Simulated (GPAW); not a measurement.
# Ti3Se (P-6m2) in GPAW: notebook, part 2 of 2

GPAW 26.7.0.

**3. Relaxation of cell and atoms, PBEsol+D3(BJ)+ATM**

run.py

```python
from ase import Atoms
from ase.calculators.mixing import SumCalculator
from ase.filters import FrechetCellFilter
from ase.io import write
from ase.optimize import BFGS
from dftd3.ase import DFTD3
from gpaw import GPAW, PW, setup_paths

setup_paths.insert(0, '.')

atoms = Atoms(['Se', 'Ti', 'Ti', 'Ti'],
              cell=[[3.1974455988, 0.0, 0.0],
                    [-1.5987227994, 2.7690691158, 0.0],
                    [0.0, 0.0, 7.942745]],
              scaled_positions=[[0.0, 0.0, 0.0],
                                [0.6666666667, 0.3333333333, 0.5],
                                [0.3333333333, 0.6666666667, 0.772902],
                                [0.3333333333, 0.6666666667, 0.227098]],
              pbc=True)

calc = GPAW(mode=PW(600),
            xc='PBEsol',
            kpts={'size': (6, 6, 3), 'gamma': True},
            occupations={'name': 'fermi-dirac', 'width': 0.05},
            nbands=39,
            convergence={'density': 1e-05, 'forces': 0.0001},
            maxiter=150,
            txt='gpaw.txt')
atoms.calc = SumCalculator([calc, DFTD3(damping='d3bj', params_tweaks=dict(method='pbesol', atm=True))])
opt = BFGS(FrechetCellFilter(atoms), trajectory='relax.traj', logfile='-')
done = opt.run(fmax=0.02, steps=60)
calc.write('gs.gpw')
write('result.traj', atoms)
print('Converged:', done)
print('Cell:', atoms.cell.cellpar().round(4))
print('Volume:', round(atoms.get_volume(), 4))
print(atoms.get_scaled_positions().round(5))
```

Potentials or basis: PAW data sets generated in the run's folder for this functional, pw.

The run is started by

```sh
> gpaw-setup -f PBEsol Se Ti
> OMP_NUM_THREADS=1 python run.py
```

gpaw.txt:

```text
__  _  _
 | _ |_)|_||  |
 |__||  | ||/\| - 26.7.0

Input parameters:
  mode=PW(ecut=600.0),
  convergence={'density': 1e-05, 'forces': 0.0001},
  kpts=MonkhorstPack(size=(6, 6, 3), gamma=True),
  maxiter=150,
  nbands=39,
  occupations=Occupations(name='fermi-dirac', width=0.05),
  xc=XC(name='PBEsol')

Diagonalizing LCAO Hamiltonian
Converting LCAO to pw mode

         Ti

            Ti

         Ti

       Se

Atoms  # Å, Bohr magnetons
|   | symbol |         x |        y |        z |    initial magnetic moments |
|---|--------|-----------|----------|----------|-----------------------------|
| 0 |     Se |  0.000000 | 0.000000 | 0.000000 | ( 0.0000,  0.0000,  0.0000) |
| 1 |     Ti |  1.598723 | 0.923023 | 3.971373 | ( 0.0000,  0.0000,  0.0000) |
| 2 |     Ti | -0.000000 | 1.846046 | 6.138963 | ( 0.0000,  0.0000,  0.0000) |
| 3 |     Ti | -0.000000 | 1.846046 | 1.803782 | ( 0.0000,  0.0000,  0.0000) |

Unit cell  # Å
| periodic |         x |        y |        z |  lengths |     angles |
|----------|-----------|----------|----------|----------|------------|
|      yes |  3.197446 | 0.000000 | 0.000000 | 3.197446 |  90.000000 |
|      yes | -1.598723 | 2.769069 | 0.000000 | 3.197446 |  90.000000 |
|      yes |  0.000000 | 0.000000 | 7.942745 | 7.942745 | 120.000000 |

Number of symmetries: 12
Symmetry operations  # r_c * U_cc + t_c -> r_c
|    | kind |            matrix            |
|----|------|------------------------------|
|  0 |  σ   |  1, 1, 0,  0,-1, 0,  0, 0, 1 |
|  1 |  C2  |  1, 1, 0,  0,-1, 0,  0, 0,-1 |
|  2 |  E   |  1, 0, 0,  0, 1, 0,  0, 0, 1 |
|  3 |  σ   |  1, 0, 0,  0, 1, 0,  0, 0,-1 |
|  4 |  C3  |  0, 1, 0, -1,-1, 0,  0, 0, 1 |
|  5 |  S3  |  0, 1, 0, -1,-1, 0,  0, 0,-1 |
|  6 |  σ   |  0,-1, 0, -1, 0, 0,  0, 0, 1 |
|  7 |  C2  |  0,-1, 0, -1, 0, 0,  0, 0,-1 |
|  8 |  σ   | -1, 0, 0,  1, 1, 0,  0, 0, 1 |
|  9 |  C2  | -1, 0, 0,  1, 1, 0,  0, 0,-1 |
| 10 |  C3  | -1,-1, 0,  1, 0, 0,  0, 0, 1 |
| 11 |  S3  | -1,-1, 0,  1, 0, 0,  0, 0,-1 |
[... 188 lines left out ...]
|         25 |        10.161 |     0.000 |
|         26 |        10.161 |     0.000 |
|        ... |               |           |
|         38 |        21.171 |     0.000 |

No gap
No difference between direct/indirect transitions

Stress tensor  # eV/Ang^3
|         x |        y |        z |
|-----------|----------|----------|
|  0.028221 | 0.000000 | 0.000000 |
| -0.000000 | 0.028221 | 0.000000 |
|  0.000000 | 0.000000 | 0.030883 |

Forces  # eV/Ang
|       x |        y |        z |
|---------|----------|----------|
| 0.00000 |  0.00000 |  0.00000 |  # Se   0
| 0.00000 | -0.00000 |  0.00000 |  # Ti   1
| 0.00000 | -0.00000 |  0.09089 |  # Ti   2
| 0.00000 | -0.00000 | -0.09089 |  # Ti   3

Interpolating wave functions to new cell

         Ti

            Ti
[... 5 lines left out ...]
Atoms  # Å, Bohr magnetons
|   | symbol |         x |        y |         z |    initial magnetic moments |
|---|--------|-----------|----------|-----------|-----------------------------|
| 0 |     Se | -0.000000 | 0.000000 | -0.000000 | ( 0.0000,  0.0000,  0.0000) |
| 1 |     Ti |  1.593212 | 0.919842 |  3.957103 | ( 0.0000,  0.0000,  0.0000) |
| 2 |     Ti | -0.000000 | 1.839683 |  6.118257 | ( 0.0000,  0.0000,  0.0000) |
| 3 |     Ti | -0.000000 | 1.839683 |  1.795949 | ( 0.0000,  0.0000,  0.0000) |

Unit cell  # Å
| periodic |         x |        y |        z |  lengths |     angles |
|----------|-----------|----------|----------|----------|------------|
|      yes |  3.186424 | 0.000000 | 0.000000 | 3.186424 |  90.000000 |
|      yes | -1.593212 | 2.759525 | 0.000000 | 3.186424 |  90.000000 |
|      yes |  0.000000 | 0.000000 | 7.914206 | 7.914206 | 120.000000 |

Number of symmetries: 12
Symmetry operations  # r_c * U_cc + t_c -> r_c
|    | kind |            matrix            |
|----|------|------------------------------|
|  0 |  σ   |  1, 1, 0,  0,-1, 0,  0, 0, 1 |
|  1 |  C2  |  1, 1, 0,  0,-1, 0,  0, 0,-1 |
|  2 |  E   |  1, 0, 0,  0, 1, 0,  0, 0, 1 |
|  3 |  σ   |  1, 0, 0,  0, 1, 0,  0, 0,-1 |
|  4 |  C3  |  0, 1, 0, -1,-1, 0,  0, 0, 1 |
|  5 |  S3  |  0, 1, 0, -1,-1, 0,  0, 0,-1 |
|  6 |  σ   |  0,-1, 0, -1, 0, 0,  0, 0, 1 |
|  7 |  C2  |  0,-1, 0, -1, 0, 0,  0, 0,-1 |
|  8 |  σ   | -1, 0, 0,  1, 1, 0,  0, 0, 1 |
|  9 |  C2  | -1, 0, 0,  1, 1, 0,  0, 0,-1 |
| 10 |  C3  | -1,-1, 0,  1, 0, 0,  0, 0, 1 |
| 11 |  S3  | -1,-1, 0,  1, 0, 0,  0, 0,-1 |
[... 186 lines left out ...]
|         25 |        10.303 |     0.000 |
|         26 |        10.303 |     0.000 |
|        ... |               |           |
|         38 |        21.336 |     0.000 |

No gap
No difference between direct/indirect transitions

Stress tensor  # eV/Ang^3
|         x |         y |        z |
|-----------|-----------|----------|
|  0.021414 | -0.000000 | 0.000000 |
| -0.000000 |  0.021414 | 0.000000 |
|  0.000000 |  0.000000 | 0.022774 |

Forces  # eV/Ang
|        x |       y |        z |
|----------|---------|----------|
| -0.00000 | 0.00000 |  0.00000 |  # Se   0
|  0.00000 | 0.00000 |  0.00000 |  # Ti   1
|  0.00000 | 0.00000 |  0.04367 |  # Ti   2
| -0.00000 | 0.00000 | -0.04367 |  # Ti   3

Interpolating wave functions to new cell

         Ti

            Ti
[... 422 lines left out ...]
SCF iterations
|iter     | |      energy | eigst |  dens |force |
|---------|-|-------------|-------|-------|------|
|iter:   1| |  -27.429858 | -1.38 |       |      |
|iter:   2| |  -27.384717 | -3.41 | -1.86 |      |
|iter:   3| |  -27.381605 | -4.48 | -2.37 |      |
|iter:   4| |  -27.377887c| -3.96 | -2.43 |      |
|iter:   5| |  -27.377108c| -4.38 | -2.66 |      |
|iter:   6| |  -27.376664c| -4.47 | -2.85 |      |
|iter:   7| |  -27.376654c| -5.28 | -3.27 |      |
|iter:   8| |  -27.376647c| -6.01 | -3.56 |      |
|iter:   9| |  -27.376646c| -7.68c| -4.35 |      |
|iter:  10| |  -27.376647c| -7.57c| -4.75 |      |
|iter:  11| |  -27.376647c| -8.16c| -5.50c|      |
|iter:  12| |  -27.376647c| -8.77c| -6.02c|-3.71 |
|iter:  13| |  -27.376647c| -9.28c| -6.43c|-4.35c|

Converged in 13 steps
Energy contributions relative to reference atoms: (reference = -135651.574548)

Energy contributions:
  Kinetic:          38.165476
  Coulomb:         -34.077621
  Zero:             -0.001274
  External:          0.000000
  Xc:              -31.449839
  Entropy:          -0.026777
  Spinorbit:         0.000000
  ----------------------------
  Free energy:     -27.390035
  Extrapolated:    -27.376647
[... 1285 lines left out ...]
Stress tensor  # eV/Ang^3
|         x |         y |         z |
|-----------|-----------|-----------|
| -0.030573 |  0.000000 |  0.000000 |
|  0.000000 | -0.030573 |  0.000000 |
|  0.000000 |  0.000000 | -0.033118 |

Forces  # eV/Ang
|        x |       y |        z |
|----------|---------|----------|
|  0.00000 | 0.00000 |  0.00000 |  # Se   0
| -0.00000 | 0.00000 |  0.00000 |  # Ti   1
|  0.00000 | 0.00000 |  0.00305 |  # Ti   2
|  0.00000 | 0.00000 | -0.00305 |  # Ti   3

Interpolating wave functions to new cell

         Ti

            Ti
[... 420 lines left out ...]
SCF iterations
|iter     | |      energy | eigst |  dens |force |
|---------|-|-------------|-------|-------|------|
|iter:   1| |  -27.371222 | -2.81 |       |      |
|iter:   2| |  -27.370226 | -4.92 | -2.67 |      |
|iter:   3| |  -27.370117c| -5.97 | -3.09 |      |
|iter:   4| |  -27.369998c| -5.60 | -3.15 |      |
|iter:   5| |  -27.369950c| -5.97 | -3.34 |      |
|iter:   6| |  -27.369913c| -6.17 | -3.53 |      |
|iter:   7| |  -27.369900c| -7.23 | -3.86 |      |
|iter:   8| |  -27.369896c| -7.52c| -4.19 |      |
|iter:   9| |  -27.369898c| -7.94c| -4.71 |      |
|iter:  10| |  -27.369898c| -8.49c| -5.31c|      |
|iter:  11| |  -27.369898c| -9.17c| -5.94c|-3.70 |
|iter:  12| |  -27.369898c| -9.74c| -6.53c|-4.99c|

Converged in 12 steps
Energy contributions relative to reference atoms: (reference = -135651.574548)

Energy contributions:
  Kinetic:          38.300777
  Coulomb:         -34.101276
  Zero:             -0.000339
  External:          0.000000
  Xc:              -31.555739
  Entropy:          -0.026642
  Spinorbit:         0.000000
  ----------------------------
  Free energy:     -27.383219
  Extrapolated:    -27.369898
[... 31 lines left out ...]
Stress tensor  # eV/Ang^3
|         x |         y |         z |
|-----------|-----------|-----------|
| -0.031512 |  0.000000 |  0.000000 |
|  0.000000 | -0.031512 |  0.000000 |
|  0.000000 |  0.000000 | -0.031724 |

Forces  # eV/Ang
|       x |        y |        z |
|---------|----------|----------|
| 0.00000 |  0.00000 |  0.00000 |  # Se   0
| 0.00000 |  0.00000 |  0.00000 |  # Ti   1
| 0.00000 | -0.00000 | -0.00775 |  # Ti   2
| 0.00000 | -0.00000 |  0.00775 |  # Ti   3

# Writing to gs.gpw (mode='')
```

It took 4.3 min on 1 thread of Arm Neoverse V2, shared host; peak memory 0.28 GiB.

What came out:

| Quantity | Value |
| --- | --- |
| Free energy | -29.5498 eV |
| Relaxed volume | 16.23 Å³/atom |
| Relaxed cell | a = 3.107 Å, b = 3.107 Å, c = 7.764 Å, α = 90.00°, β = 90.00°, γ = 120.00° |
| Space group after relaxing (to 0.05 Å) | P-6m2 (No. 187) |
| Energy gained by relaxing | 34.0 meV/atom |
| Ionic steps | 11 |
| Pressure after relaxing | 0.1 GPa |
| Largest force after relaxing | 0.004 eV/Å |
| Band gap on the k mesh | none (metal or under the smearing width) |
| Dispersion energy per atom | -0.542 eV |

Forces on the atoms (eV/Å):
```
Se   0.000  0.000  0.000
Ti   0.000  0.000  0.000
Ti   0.000  0.000 -0.004
Ti   0.000  0.000  0.004
```

Step by step:
```tsv
step	energy change (eV)	largest force (eV/Å)	pressure (GPa)	volume (Å³)
1	0.0000	0.0949	-8.94	70.32
2	-0.0358	0.0477	-7.86	69.59
3	-0.1293	0.2770	0.59	64.91
4	-0.1331	0.2069	-0.13	65.22
5	-0.1357	0.1083	-0.45	65.30
6	-0.1367	0.0025	-0.33	65.16
7	-0.1363	0.0152	-0.09	65.02
8	-0.1361	0.0123	0.03	64.96
9	-0.1359	0.0071	0.11	64.92
10	-0.1358	0.0004	0.18	64.89
11	-0.1360	0.0037	0.14	64.90
```

Final structure:
```yaml
crystal:
  lattice:
    - [3.10688, 0.00000, 0.00000]
    - [-1.55344, 2.69064, 0.00000]
    - [0.00000, 0.00000, 7.76402]
  atoms:
    - { symbol: Se, position: [0.00000, 0.00000, 0.00000] }
    - { symbol: Ti, position: [0.66667, 0.33333, 0.50000] }
    - { symbol: Ti, position: [0.33333, 0.66667, 0.77113] }
    - { symbol: Ti, position: [0.33333, 0.66667, 0.22887] }
```

Levels at points of the mesh, in eV from the Fermi level:
```tsv
k point	band 19	band 20	band 21	band 22	band 23	band 24
(0.00, 0.00, 0.00)	-0.10	0.20	0.20	0.35	0.35	1.12
(0.50, 0.50, 0.00)	-1.68	-0.59	-0.44	0.23	0.94	0.99
```

Caveat: the k mesh is coarse (spacing up to 0.38 Å⁻¹), so the values aren't converged; later steps reuse the first step's grids; pairwise dispersion overbinds metals, which lowers pressure and volume.

**4. Relaxation of cell and atoms, PBEsol+D4**

run.py: that of step 3 with these lines changed.

```diff
@@ -5,3 +5,3 @@
 from ase.optimize import BFGS
-from dftd3.ase import DFTD3
+from dftd4.ase import DFTD4
 from gpaw import GPAW, PW, setup_paths
@@ -28,3 +28,3 @@
             txt='gpaw.txt')
-atoms.calc = SumCalculator([calc, DFTD3(damping='d3bj', params_tweaks=dict(method='pbesol', atm=True))])
+atoms.calc = SumCalculator([calc, DFTD4(method='pbesol')])
 opt = BFGS(FrechetCellFilter(atoms), trajectory='relax.traj', logfile='-')
```

Potentials or basis: PAW data sets generated in the run's folder for this functional, pw.

The run is started by

```sh
> gpaw-setup -f PBEsol Se Ti
> OMP_NUM_THREADS=1 python run.py
```

gpaw.txt:

```text
__  _  _
 | _ |_)|_||  |
 |__||  | ||/\| - 26.7.0

Input parameters:
  mode=PW(ecut=600.0),
  convergence={'density': 1e-05, 'forces': 0.0001},
  kpts=MonkhorstPack(size=(6, 6, 3), gamma=True),
  maxiter=150,
  nbands=39,
  occupations=Occupations(name='fermi-dirac', width=0.05),
  xc=XC(name='PBEsol')

Diagonalizing LCAO Hamiltonian
Converting LCAO to pw mode

         Ti

            Ti

         Ti

       Se

Atoms  # Å, Bohr magnetons
|   | symbol |         x |        y |        z |    initial magnetic moments |
|---|--------|-----------|----------|----------|-----------------------------|
| 0 |     Se |  0.000000 | 0.000000 | 0.000000 | ( 0.0000,  0.0000,  0.0000) |
[... 1400 lines left out ...]

Energy contributions:
  Kinetic:          32.991128
  Coulomb:         -30.157295
  Zero:              0.004823
  External:          0.000000
  Xc:              -30.238599
  Entropy:          -0.028063
  Spinorbit:         0.000000
  ----------------------------
  Free energy:     -27.428005
  Extrapolated:    -27.413974
[... 54 lines left out ...]
       Se

Atoms  # Å, Bohr magnetons
|   | symbol |        x |         y |         z |    initial magnetic moments |
|---|--------|----------|-----------|-----------|-----------------------------|
| 0 |     Se | 0.000000 | -0.000000 | -0.000000 | ( 0.0000,  0.0000,  0.0000) |
| 1 |     Ti | 1.570211 |  0.906562 |  3.904166 | ( 0.0000,  0.0000,  0.0000) |
| 2 |     Ti | 0.000000 |  1.813123 |  6.027688 | ( 0.0000,  0.0000,  0.0000) |
| 3 |     Ti | 0.000000 |  1.813123 |  1.780643 | ( 0.0000,  0.0000,  0.0000) |

Unit cell  # Å
| periodic |         x |        y |         z |  lengths |     angles |
|----------|-----------|----------|-----------|----------|------------|
|      yes |  3.140421 | 0.000000 |  0.000000 | 3.140421 |  90.000000 |
|      yes | -1.570210 | 2.719685 | -0.000000 | 3.140421 |  90.000000 |
|      yes |  0.000000 | 0.000000 |  7.808332 | 7.808332 | 119.999982 |

Number of symmetries: 4
Symmetry operations  # r_c * U_cc + t_c -> r_c
|   | kind |            matrix            |
|---|------|------------------------------|
| 0 |  E   |  1, 0, 0,  0, 1, 0,  0, 0, 1 |
| 1 |  σ   |  1, 0, 0,  0, 1, 0,  0, 0,-1 |
| 2 |  σ   |  0,-1, 0, -1, 0, 0,  0, 0, 1 |
| 3 |  C2  |  0,-1, 0, -1, 0, 0,  0, 0,-1 |
[... 201 lines left out ...]
Forces  # eV/Ang
|        x |        y |        z |
|----------|----------|----------|
| -0.00000 |  0.00000 |  0.00000 |  # Se   0
|  0.00000 | -0.00000 |  0.00000 |  # Ti   1
|  0.00000 | -0.00000 |  0.00442 |  # Ti   2
|  0.00000 | -0.00000 | -0.00442 |  # Ti   3

# Writing to gs.gpw (mode='')
```

Run time: 5.1 min. Hardware: 1 thread of Arm Neoverse V2, shared host; peak memory 0.35 GiB.

What came out:

| Item | Value |
| --- | --- |
| Free energy | -28.0911 eV |
| Relaxed volume | 16.67 Å³/atom |
| Relaxed cell | a = 3.140 Å, b = 3.140 Å, c = 7.808 Å, α = 90.00°, β = 90.00°, γ = 120.00° |
| Space group after relaxing (to 0.05 Å) | P-6m2 (No. 187) |
| Energy gained by relaxing | 14.1 meV/atom |
| Ionic steps | 7 |
| Pressure after relaxing | 0.0 GPa |
| Largest force after relaxing | 0.008 eV/Å |
| Band gap on the k mesh | none (metal or under the smearing width) |
| Dispersion energy per atom | -0.166 eV |

Forces in eV/Å, atoms in the order of the input:
```
Se   0.000  0.000  0.000
Ti   0.000  0.000  0.000
Ti   0.000  0.000  0.008
Ti   0.000  0.000 -0.008
```

The path:
```tsv
step	energy change (eV)	largest force (eV/Å)	pressure (GPa)	volume (Å³)
1	0.0000	0.0948	-6.03	70.32
2	-0.0157	0.0583	-5.27	69.83
3	-0.0540	0.1731	0.17	66.74
4	-0.0553	0.1356	-0.11	66.85
5	-0.0569	0.0428	-0.32	66.89
6	-0.0568	0.0026	-0.17	66.77
7	-0.0566	0.0082	-0.03	66.69
```

Final structure:
```yaml
crystal:
  lattice:
    - [3.14042, 0.00000, 0.00000]
    - [-1.57021, 2.71968, 0.00000]
    - [0.00000, 0.00000, 7.80833]
  atoms:
    - { symbol: Se, position: [0.00000, 0.00000, 0.00000] }
    - { symbol: Ti, position: [0.66667, 0.33333, 0.50000] }
    - { symbol: Ti, position: [0.33333, 0.66667, 0.77196] }
    - { symbol: Ti, position: [0.33333, 0.66667, 0.22804] }
```

Caveat: the k mesh is coarse (spacing up to 0.38 Å⁻¹), so the values aren't converged; later steps reuse the first step's grids; pairwise dispersion overbinds metals, which lowers pressure and volume.

**5. Summary**

| level | gap on the mesh (eV) | pressure (GPa) | relaxed volume (Å³/atom) |
| --- | --- | --- | --- |
| PBEsol+D3(BJ) | none | 0.0 | 16.11 |
| PBEsol+D3(BJ)+ATM | none | 0.1 | 16.23 |
| PBEsol+D4 | none | 0.0 | 16.67 |

Alike in all rows: task relaxation of cell and atoms; potentials or basis PAW data sets generated in the run's folder for this functional, pw; no spin polarisation; cell relaxed; k mesh 6 × 6 × 3; cutoff (eV) 600; smearing fermi-dirac 0.05 eV; the mesh is coarse, so values aren't converged.

Caveats: all runs use coarse meshes; later steps reuse the first step's grids; pairwise dispersion overbinds metals, which lowers pressure and volume.

Absolute energies hang on the potentials; compare differences alone.
